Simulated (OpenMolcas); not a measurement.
**doublet [InPH6]+: levels of theory compared**

Aim: a comparison of 6 runs (UHF/3-21G, U-r2SCAN/def2-SVP, U-revPBE/def2-SVP, UBHLYP/def2-SVP, UTPSS/def2-SVP, ROMP2/def2-SVP) of doublet [InPH6]+. 

Program for the calculation: OpenMolcas 26.06.

**1. Starting point**

[InPH6]+: 8 atoms, total charge +1, spin state doublet. As SMILES of the parent species, `[PH3+][InH3-]`. The coordinates come from a PBE0-D4/def2-TZVP relaxation. That shape belongs to the parent species and isn't relaxed for this state.

Bond lengths: P1–In2 2.782 Å, P1–H3 1.411 Å, P1–H4 1.411 Å, P1–H5 1.411 Å, In2–H6 1.731 Å, In2–H7 1.731 Å, In2–H8 1.731 Å. Some angles: P1–In2–H6 95.3°, P1–In2–H7 95.1°, P1–In2–H8 95.2°, In2–P1–H3 119.8°, In2–P1–H4 119.6°, In2–P1–H5 119.7°, H6–In2–H7 119.2°, H6–In2–H8 119.2°, H7–In2–H8 119.2°, H3–P1–H4 97.6°.

**2. The energy at UHF/3-21G (run 1)**

The input, input.xyz:

```xyz
8

P     -0.593300     0.062600    -1.026600
In     0.822000    -0.099900     1.362800
H     -1.997500    -0.077200    -1.021800
H     -0.318900    -0.855700    -2.062100
H     -0.526800     1.240500    -1.800800
H      0.023300     1.240800     2.111900
H      2.376100     0.140700     0.638900
H      0.307400    -1.708800     1.741800
```

The input, run.inp:

```
&GATEWAY
 BasLib
 $CurrDir
 Coord
 input.xyz
 Basis
 3-21G
 Group
 NoSym

&SEWARD

&SCF
 UHF
 Charge
 1
 Spin
 2
 Thresholds
 1e-10 1e-07 1e-07 1e-05
 PrOrbitals
 1 2
```

The basis set 3-21G is read from a file made from the Basis Set Exchange's data (not shown).

The run is started by

```bash
export MOLCAS_MEM=1860
pymolcas run.inp > run.log
```

Log:

```text
--- Start Module: gateway ---
[...]
--- Stop Module: gateway /rc=_RC_ALL_IS_WELL_ ---
--- Start Module: seward ---
[...]
      Basis functions           56
--- Stop Module: seward /rc=_RC_ALL_IS_WELL_ ---
--- Start Module: scf ---
[...]
       Convergence after  55 Iterations
[...]
::    Total SCF energy                              -6056.7978865219
[...]
      Total spin, S                                     0.5122590356
[...]
      Total electronic charge=   69.000000
      Total            charge=    1.000000
[...]
      Dipole Moment (debye):
      Origin of the operator (angstrom)=    0.4998   -0.0629    0.8188
                   X= -2.4865E+00               Y=  2.2028E+00               Z= -9.8418E-01           Total=  3.4647E+00
      Center of Charge (angstrom)
[...]
--- Stop Module: scf /rc=_RC_ALL_IS_WELL_ ---
[...]
```

Wall time 4.5 s (1 thread of Intel Xeon 6975P-C (Granite Rapids), shared host); peak memory 0.39 GiB.

**3. The energy at U-r2SCAN/def2-SVP (core potential) (run 2)**

The input, test.inp:

```
&GATEWAY
 BasLib = $CurrDir
 Coord
 8
 angstrom
 P       -0.593300       0.062600      -1.026600
 In       0.822000      -0.099900       1.362800
 H       -1.997500      -0.077200      -1.021800
 H       -0.318900      -0.855700      -2.062100
 H       -0.526800       1.240500      -1.800800
 H        0.023300       1.240800       2.111900
 H        2.376100       0.140700       0.638900
 H        0.307400      -1.708800       1.741800
 Basis = def2-SVP
 Group = NoSym

&SEWARD
 GridInput
 Grid=UltraFine
 End of Grid

&SCF
 UHF
 Charge = 1
 Spin = 2
 KSDFT = 2
 1.0 MGGA_X_R2SCAN
 1.0 MGGA_C_R2SCAN
 Thresholds = 1e-10 1e-07 1e-07 1e-05
 PrOrbitals = 1
```

The basis set def2-SVP is read from a file made from the Basis Set Exchange's data (not shown).

The run is started by

```bash
export MOLCAS_MEM=1860
pymolcas test.inp > test.log
```

Log:

```text
--- Start Module: gateway ---
[...]
--- Stop Module: gateway /rc=_RC_ALL_IS_WELL_ ---
--- Start Module: seward ---
[...]
      Basis functions           74
--- Stop Module: seward /rc=_RC_ALL_IS_WELL_ ---
[...]
--- Start Module: scf ---
[...]
       Convergence after  34 Iterations
[...]
::    Total KS-DFT energy                            -534.6162211588
[...]
      Total spin, S                                     0.5082749103
[...]
      Total electronic charge=   41.000000
      Total            charge=    1.000000
[...]
      Dipole Moment (debye):
      Origin of the operator (angstrom)=    0.4998   -0.0629    0.8188
                   X= -1.9672E+00               Y=  1.0051E+00               Z= -2.0269E+00           Total=  2.9980E+00
      Center of Charge (angstrom)
[...]
--- Stop Module: scf /rc=_RC_ALL_IS_WELL_ ---
[...]
```

It took 66 s on 1 thread of Intel Xeon 6975P-C (Granite Rapids), shared host; peak memory 0.43 GiB.

Runs 3 to 5 aren't shown in full; the table further down has their settings and results.

**4. The energy at ROMP2/def2-SVP (core potential) (run 6)**

The input, coord.xyz:

```xyz
8

P     -0.593300     0.062600    -1.026600
In     0.822000    -0.099900     1.362800
H     -1.997500    -0.077200    -1.021800
H     -0.318900    -0.855700    -2.062100
H     -0.526800     1.240500    -1.800800
H      0.023300     1.240800     2.111900
H      2.376100     0.140700     0.638900
H      0.307400    -1.708800     1.741800
```

The input, test.inp:

```
&gateway
  baslib=$CurrDir
  coord=coord.xyz
  basis=def2-SVP
  group=NoSym

&seward

&scf
  uhf
  charge=1
  spin=2
  thresholds=1e-10 1e-07 1e-07 1e-05
  prorbitals=1 2

&rasscf
  fileorb=$Project.UnaOrb
  spin=2
  nactel=1 0 0
  inactive=20
  ras2=1
  outorbitals=Canonical
  orblisting=Nothing

&caspt2
  ipea=0.0
  frozen=9
```

The basis set def2-SVP is read from a file made from the Basis Set Exchange's data (not shown).

The run is started by

```bash
export MOLCAS_MEM=1860
pymolcas test.inp > test.log
```

Log:

```text
--- Start Module: gateway ---
[...]
--- Stop Module: gateway /rc=_RC_ALL_IS_WELL_ ---
[...]
      Basis functions           74
[...]
       Convergence after  39 Iterations
[...]
::    Total SCF energy                               -532.9425062411
[...]
      Total spin, S                                     0.5118623850
[...]
--- Start Module: rasscf ---
[...]
      Number of active orbitals                  1
[...]
      Spin quantum number                      0.5
[...]
      Active orbitals                            1
[...]
      Number of CSFs                             1
[...]
      Number of root(s) required                 1
[...]
      Convergence after 13 iterations
[...]
      printout of CI-coefficients larger than  0.05 for root  1
      energy=    -532.939408
      conf/sym  1     Coeff  Weight
             1  u   1.00000 1.00000
      Natural orbitals and occupation numbers for root  1
      sym 1:   1.000000
      ************************************************************************************************************************
      *                                                    Final results                                                     *
[...]
::    RASSCF root number  1 Total energy:   -532.93940840
[...]
      Total electronic charge=   41.000000
      Total            charge=    1.000000
[...]
      Dipole Moment (debye):
      Origin of the operator (angstrom)=    0.4998   -0.0629    0.8188
                   X=  1.2060E+00               Y=  5.5883E-01               Z= -3.5390E+00           Total=  3.7804E+00
      Center of Charge (angstrom)
[...]
--- Stop Module: rasscf /rc=_RC_ALL_IS_WELL_ ---
[...]
--- Start Module: caspt2 ---
[...]
      E2 (Variational):          -0.2249918327
      Total energy:            -533.1644002319
[...]
      Reference weight:           0.90293
[...]
::    CASPT2 Root  1     Total energy:   -533.16440023
[...]
```

Run time: 11 s. Hardware: 1 thread of Intel Xeon 6975P-C (Granite Rapids), shared host; peak memory 0.43 GiB.

**5. The series**

| run | level | integration grid | frozen core orbitals | energy (Eh) | HOMO energy (eV) | LUMO energy (eV) | ⟨S²⟩ | wall time |
| --- | --- | --- | --- | --- | --- | --- | --- | --- |
| 1 | UHF/3-21G | – | – | -6056.797887 | -15.52 | -8.24 | 0.775 | 4.5 s |
| 2 | U-r2SCAN/def2-SVP (core potential) | UltraFine | – | -534.616221 | -12.46 | -12.31 | 0.767 | 66 s |
| 3 | U-revPBE/def2-SVP (core potential) | UltraFine | – | -534.563580 | -12.38 | -12.24 | 0.758 | 85 s |
| 4 | UBHLYP/def2-SVP (core potential) | UltraFine | – | -534.481425 | -14.06 | -10.98 | 0.771 | 41 s |
| 5 | UTPSS/def2-SVP (core potential) | UltraFine | – | -534.536863 | -12.41 | -12.25 | 0.777 | 2.2 min |
| 6 | ROMP2/def2-SVP (core potential) | – | 9 | -533.164400 | – | – | – | 11 s |

**6. Summary of results**

```
           quantity          value
run 6: total energy  -533.16440 Eh
```

In words: Totals of different functionals can't be ranked against each other. Some runs of one species differ in core potentials or relativity; totals across that change don't compare. In run 1 relativity is left out where basis or elements ask for it. All runs together took 5.6 min, the longest 2.2 min.
